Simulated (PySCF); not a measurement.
# C5H2F3: the cost of one run

Computed with PySCF 2.14.0, with density-fitted response routines of our own, on a single molecule, in the gas phase or a continuum. Atoms are numbered from 0 throughout.

## Step 1: The starting structure

10 atoms, charge -1, multiplicity 1; geometry from: GFN2-xTB. The atoms were then displaced at random by about 0.01 Å, so the start is not that level's minimum.

Bonds of the start (Å): C0–C1 1.28, C1–C2 1.39, C2–C3 1.31, C3–C4 1.49, C4–F5 1.37, C4–F6 1.35, C4–F7 1.38, C2–H8 1.11, C3–H9 1.09.

## Step 2: Relaxing the molecule at PBE0-D3(BJ)/def2-SVP

What the job is given:

```
{"job": {"xc": "PBE0", "basis": "def2-SVP", "d3": "d3bj", "grid": 1, "shake": 0.01, "kind": "geom"}, "charge": -1, "multiplicity": 1}
C      2.580450    -1.567430     0.113820
C      1.821500    -0.541350     0.015020
C      1.060990     0.621410    -0.089710
C     -0.244880     0.766640    -0.083980
C     -1.222410    -0.349870     0.030730
F     -2.510030     0.069290    -0.192010
F     -1.033230    -1.390540    -0.803880
F     -1.283980    -0.930800     1.276590
H      1.636110     1.569810    -0.154690
H     -0.754090     1.731920    -0.132940
```

The run is started by

```sh
$ OMP_NUM_THREADS=1 python probes_run.py task.json out
```

This one command runs all jobs of the session in turn.

Q: Estimate the wall time and peak memory of this first job on 1 thread of Intel Xeon Platinum 8488C, shared host.

About 59 s, with a peak of 0.52 GiB.
